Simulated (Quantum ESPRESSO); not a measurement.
Crystal: TaTe.

```
Ta Te
1.0
     3.42009    0.00000    0.00000
     0.00000    3.42009    0.00000
     0.00000    0.00000    3.42009
Ta Te
1 1
Direct
  0.50000 0.50000 0.50000
  0.00000 0.00000 0.00000
```

The cell was built by a generator and needn't be a form met in nature.

| Property | Result |
| --- | --- |
| Program | Quantum ESPRESSO 7.5 |
| Task | phonons |
| Functional | PBEsol |
| Potentials or basis | GBRV 1.5 PBEsol |
| Cutoff | 762 eV |
| Density cutoff | 6095 eV |
| k mesh | 8 × 8 × 8 |
| Occupations | fermi-dirac, width 0.05 eV |
| Spin | no spin polarisation |
| Mixing beta | 0.5 |
| Most SCF iterations | 120 |
| SCF threshold | 4e-10 Ry |

Problem. Which optical modes does the crystal have at the zone centre, and which show in infrared and Raman spectra?

Solution. The optical modes are T1u. Infrared active: T1u. None is Raman active.

Optical modes at Γ, degenerate ones joined:
```csv
cm⁻¹,components,symmetry,active in
116,3,T1u,IR
```

Caveat: the mesh is thin for the phonons of a metal; the cell is more than 3 GPa from zero pressure, which shifts response properties.
